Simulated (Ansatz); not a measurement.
# C6H8Si: how energies converge with the basis set

How large a basis does C6H8Si need? Two functionals are run in growing sets.

Computed with Ansatz 0.2.0, Gaussian basis. Level: one geometry, several basis sets.

Levels to be run: PBE0-D4/def2-SVP; ωB97M-V/def2-SVP; PBE0-D4/def2-QZVPP; ωB97M-V/def2-QZVPP; the functionals' def2-TZVPP values are taken from earlier runs.

## Step 1: Structure used throughout

All runs share one geometry, relaxed beforehand with PBE0-D4 in a triple-zeta def2 set.

SMILES `[SiH3]c1ccccc1`, 15 atoms, charge 0, spin multiplicity 1.

Atoms are counted from 1 here; the program's logs count them from 0.

Bond lengths: Si1–C2 1.867 Å, Si1–H8 1.487 Å, Si1–H9 1.487 Å, Si1–H10 1.489 Å, C2–C3 1.396 Å, C2–C7 1.396 Å, C3–C4 1.386 Å, C3–H11 1.086 Å, C4–C5 1.387 Å, C4–H12 1.084 Å, C5–C6 1.387 Å, C5–H13 1.084 Å, C6–C7 1.386 Å, C6–H14 1.084 Å, C7–H15 1.086 Å. Angles: C2–Si1–H8 109.9°, C2–Si1–H9 109.8°, C2–Si1–H10 111.3°, H8–Si1–H9 109.6°, H8–Si1–H10 108.1°, H9–Si1–H10 108.1°, Si1–C2–C3 120.9°, Si1–C2–C7 120.9°, C3–C2–C7 118.2°, C2–C3–C4 121.0°, C2–C3–H11 119.9°, C4–C3–H11 119.1°, C3–C4–C5 120.0°, C3–C4–H12 119.9°, C5–C4–H12 120.1°, C4–C5–C6 119.9°, C4–C5–H13 120.1°, C6–C5–H13 120.1° and more.

## Step 2: PBE0-D4 in def2-SVP

in.yaml reads:

```yaml
crystal:
  periodic: [false, false, false]
  atoms:
    - {symbol: Si, position_ang: [-0.316045, 0.438446, 2.405872]}
    - {symbol: C, position_ang: [-0.066153, 0.115966, 0.583861]}
    - {symbol: C, position_ang: [0.880399, -0.810530, 0.143323]}
    - {symbol: C, position_ang: [1.047380, -1.073221, -1.207759]}
    - {symbol: C, position_ang: [0.268644, -0.409446, -2.144086]}
    - {symbol: C, position_ang: [-0.674292, 0.517606, -1.725439]}
    - {symbol: C, position_ang: [-0.837715, 0.777021, -0.373325]}
    - {symbol: H, position_ang: [-0.775558, 1.837555, 2.613175]}
    - {symbol: H, position_ang: [0.959820, 0.217772, 3.137356]}
    - {symbol: H, position_ang: [-1.342036, -0.474514, 2.980286]}
    - {symbol: H, position_ang: [1.501700, -1.333164, 0.864107]}
    - {symbol: H, position_ang: [1.789012, -1.794937, -1.531174]}
    - {symbol: H, position_ang: [0.399628, -0.611670, -3.201131]}
    - {symbol: H, position_ang: [-1.281558, 1.042239, -2.454464]}
    - {symbol: H, position_ang: [-1.575226, 1.510076, -0.061202]}
basis:
  gaussian: {orbitals: def2-SVP}
hamiltonian: {xc: pbe0, dispersion: d4}
output: {orbitals: {seedname: orbitals}}
```

On the command line:

```console
ansatz run in.yaml --threads 4 --pin off --events-out ev --progress --plain --max-ram 11315MiB
```

The runs that follow: ωB97M-V in def2-SVP; PBE0-D4 in def2-QZVPP; ωB97M-V in def2-QZVPP.

**Question.** What will the summary of the whole plan be? Wanted: PBE0-D4: double and triple zeta above quadruple; ωB97M-V: double and triple zeta above quadruple.

**Answer**, as computed:

| quantity | value |
| --- | --- |
| PBE0-D4: double and triple zeta above quadruple | 10.03, 0.60 eV |
| ωB97M-V: double and triple zeta above quadruple | 10.32, 0.55 eV |

PBE0-D4 gains 9.44 eV from double to triple zeta, then 0.60 eV more. These are total energies; as a rule much of such shifts cancels in differences, which this series doesn't test.
